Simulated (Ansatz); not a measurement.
# SnSe2: the cost of one run

Program: Ansatz 0.2.0. Level of theory: DFT PBEsol, scalar-relativistic, plane waves, PAW. These are calculated values, not measurements.

The COD entry's cell or inner coordinates are ideal or old and differ from later refinements, so a difference from it is no clean test against experiment.

### 1 The structure to begin with

The structure is trigonal, space group P-3m1 (No. 164). The conventional cell has a = 3.811 Å, b = 3.811 Å, c = 6.137 Å, α = 90.00°, β = 90.00°, γ = 120.00°. Sn (site symmetry -3m) is surrounded by 6 Se at 2.68 Å. Se (site symmetry 3m) has 3 Sn at 2.68 Å as nearest neighbours.

As a file:

```
CELL_PARAMETERS angstrom
3.81100 0.00000 0.00000
-1.90550 3.30042 0.00000
0.00000 0.00000 6.13700
ATOMIC_POSITIONS crystal
Sn 0.00000 0.00000 0.00000
Se 0.33333 0.66667 0.25000
Se 0.66667 0.33333 0.75000
```

The structure comes from the Crystallography Open Database.

### 2 A first look at the start

input.yaml reads:

```yaml
crystal:
  lattice:
    - [3.8109987816, 0.0, 0.0]
    - [-1.9054993908, 3.3004217586, 0.0]
    - [0.0, 0.0, 6.137]
  atoms:
    - { symbol: Sn, position: [0.0, 0.0, 0.0] }
    - { symbol: Se, position: [0.3333333333, 0.6666666667, 0.25] }
    - { symbol: Se, position: [0.6666666667, 0.3333333333, 0.75] }
basis:
  ecutwfc: 420
kpoints:
  mp_grid: { grid: [6, 6, 4] }
hamiltonian:
  xc: pbesol
scf:
  occupations: { method: gaussian, width: 0.1 }
output:
  forces: true
  stress: true
  eigenvalues: true
```

On the command line:

```sh
ansatz run input.yaml --threads 1 --pin off --max-ram 2560MiB --backend cpu --events-out ev --progress --plain --runs-dir out
```

**Question.** How long does this run take on 1 thread of Arm Neoverse N1, shared host, and how much memory does it need?

About 5.5 s, with a peak of 0.35 GiB.
